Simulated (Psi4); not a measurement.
# B2H3SClO (SMILES BSB(O)Cl) at r2SCAN/6-311+G(d,p) (density fitting, sweep point 9)

Wanted: a single-point energy of B2H3SClO. Input form: a Python script.

The calculation is run with Psi4 1.11.

2 further runs of the same task are left out: 2 set aside as unsound or not needed.

### Step 1. The system as given

B2H3SClO has 8 atoms, charge 0, and is taken as a singlet. SMILES: `BSB(O)Cl`. The coordinates come from a PBE0-D4/def2-TZVP relaxation. This is one conformer, not always the lowest.

Bond lengths: B1–S2 1.779 Å, S2–B3 1.842 Å, B3–O4 1.346 Å, B3–Cl5 1.747 Å, B1–H6 1.187 Å, B1–H7 1.191 Å, O4–H8 0.962 Å. Angles: B1–S2–B3 107.6°, S2–B3–O4 118.3°, S2–B3–Cl5 124.3°, O4–B3–Cl5 117.4°, S2–B1–H6 121.5°, S2–B1–H7 115.3°, B3–O4–H8 114.1°, H6–B1–H7 123.2°.

### Step 2. The energy at r2SCAN/6-311+G(d,p) (density fitting, sweep point 9)

File calc.py:

```python
import psi4

psi4.set_memory('1600 MB')
psi4.set_num_threads(1)
psi4.core.set_output_file('output.dat', False)

m = psi4.geometry("""
B     -0.692400     0.046900     1.667900
S     -1.023900     0.057700    -0.080400
B      0.593700    -0.049400    -0.954900
O      0.593200    -0.057300    -2.300500
Cl     2.142800    -0.141200    -0.151500
H      0.415800    -0.020700     2.088900
H     -1.653800     0.111600     2.368200
H     -0.283200    -0.004800    -2.693500
units angstrom
symmetry c1
""")

options = {'basis': '6-311+G**', 'scf_type': 'df', 'basis_guess': True}
psi4.set_options(options)

E = psi4.energy("r2scan")
print('E =', round(E, 9))
```

Started as:

```bash
$ python calc.py
```

What values should one expect? Wanted: total energy; dipole moment; HOMO energy; LUMO energy; HOMO–LUMO gap.

Computed results:

Level: r2SCAN/6-311+G** (density fitting, sweep point 9).

```
     quantity          value
 total energy  -985.17640 Eh
dipole moment         1.59 D
  HOMO energy       -7.84 eV
  LUMO energy       -2.48 eV
HOMO–LUMO gap        5.36 eV
```
